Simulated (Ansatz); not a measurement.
# ClFH2HfOS: a ladder of functionals and wavefunction methods

One table from this session's results is given with a row withheld; the runs are named, their logs left out.

Method: functionals in def2-TZVPP, the program's frozen cores in correlated methods; program: Ansatz 0.2.0, Gaussian basis.

Plan: LDA (SPW92), PBE-D4, revPBE-D4, BLYP-D4, r2SCAN-D4, B97M-V, PBE0-D4, B3LYP-D4, r2SCANh-D4, r2SCAN0-D4, HSE06-D4, BHLYP-D4, CAM-B3LYP-D4, LC-ωPBE, ωB97X-V, ωB97M-V, B2PLYP, PBE-QIDH; CCSD(T)/def2-SVP; CCSD(T)/def2-TZVPP; MP2/def2-QZVPP; extrapolation to the limit; RPA on PBE.

## The geometry

An earlier PBE0-D4 in a triple-zeta def2 set relaxation fixed the geometry. Hf takes the def2 core potential; no spin-orbit term is included.

SMILES `[OH][Hf]([F])([SH])[Cl]`, 7 atoms, charge 0, spin multiplicity 1.

Atoms are counted from 1 here; the program's logs count them from 0.

Bond lengths: O1–Hf2 1.893 Å, O1–H6 0.953 Å, Hf2–F3 1.896 Å, Hf2–S4 2.445 Å, Hf2–Cl5 2.350 Å, S4–H7 1.346 Å. Angles: Hf2–O1–H6 167.4°, O1–Hf2–F3 112.2°, O1–Hf2–S4 107.4°, O1–Hf2–Cl5 110.1°, F3–Hf2–S4 107.8°, F3–Hf2–Cl5 108.4°, S4–Hf2–Cl5 110.9°, Hf2–S4–H7 91.0°.

Geometry (Å):

```mol
ClFH2HfOS
  3D, bonds by distance, orders not assigned

  7  6  0  0  0  0  0  0  0  0999 V2000
   -1.1743   -0.9097   -0.3943 O   0  0
    0.5398   -0.1168   -0.2616 Hf  0  0
    1.9106   -1.4080   -0.0400 F   0  0
    0.5335    1.3146    1.7207 S   0  0
    1.0026    1.1339   -2.1966 Cl  0  0
   -1.9390   -1.4443   -0.5857 H   0  0
   -0.8120    1.3622    1.7117 H   0  0
  1  2  8  0
  2  3  8  0
  2  4  8  0
  2  5  8  0
  1  6  8  0
  4  7  8  0
M  END
```

Set-up of the first run:

The input, in.yaml:

```yaml
crystal:
  periodic: [false, false, false]
  atoms:
    - {symbol: O, position_ang: [-1.174301, -0.909664, -0.394257]}
    - {symbol: Hf, position_ang: [0.539785, -0.116752, -0.261639]}
    - {symbol: F, position_ang: [1.910635, -1.408031, -0.039970]}
    - {symbol: S, position_ang: [0.533529, 1.314552, 1.720665]}
    - {symbol: Cl, position_ang: [1.002632, 1.133869, -2.196552]}
    - {symbol: H, position_ang: [-1.939040, -1.444278, -0.585715]}
    - {symbol: H, position_ang: [-0.812040, 1.362206, 1.711669]}
basis:
  gaussian: {orbitals: def2-TZVPP}
hamiltonian: {xc: lda}
output: {orbitals: {seedname: orbitals}}
```

Steps of the session up to this table: LDA; PBE-D4 (GGA); revPBE-D4 (GGA); BLYP-D4 (GGA); r2SCAN-D4 (meta-GGA); B97M-V (meta-GGA); PBE0-D4 (hybrid); B3LYP-D4 (hybrid); r2SCANh-D4 (hybrid); r2SCAN0-D4 (hybrid); HSE06-D4 (hybrid); BHLYP-D4 (hybrid); CAM-B3LYP-D4 (range-separated); LC-ωPBE-D4 (range-separated; the results give it without D4); ωB97X-V (range-separated); ωB97M-V (range-separated); B2PLYP (double hybrid); PBE-QIDH (double hybrid).

One table of the session follows, with a row left open; its other results are not shown here.

It belongs to the step «Orbital energies across the functionals». 

| functional | HOMO (eV) | gap (eV) |
| --- | --- | --- |
| LDA (SPW92) | -6.77 | 4.55 |
| PBE-D4 | -6.60 | 4.64 |
| revPBE-D4 | -6.54 | 4.68 |
| BLYP-D4 | -6.42 | 4.56 |
| r2SCAN-D4 | -6.91 | 5.14 |
| B97M-V | -6.95 | 5.19 |
| PBE0-D4 | -7.83 | 6.71 |
| B3LYP-D4 | -7.57 | 6.21 |
| r2SCANh-D4 | -7.36 | 5.90 |
| r2SCAN0-D4 | -8.03 | 7.03 |
| HSE06-D4 | -7.43 | 5.93 |
| BHLYP-D4 | -8.89 | 8.67 |
| CAM-B3LYP-D4 | -9.11 | 9.05 |
| LC-ωPBE | ? | ? |
| ωB97X-V | -10.15 | 11.14 |
| ωB97M-V | -9.98 | 10.67 |

Q: Estimate the row for LC-ωPBE from the others.

The run gave: HOMO (eV): -10.52; gap (eV): 11.66. In the column «HOMO (eV)» it is the lowest.
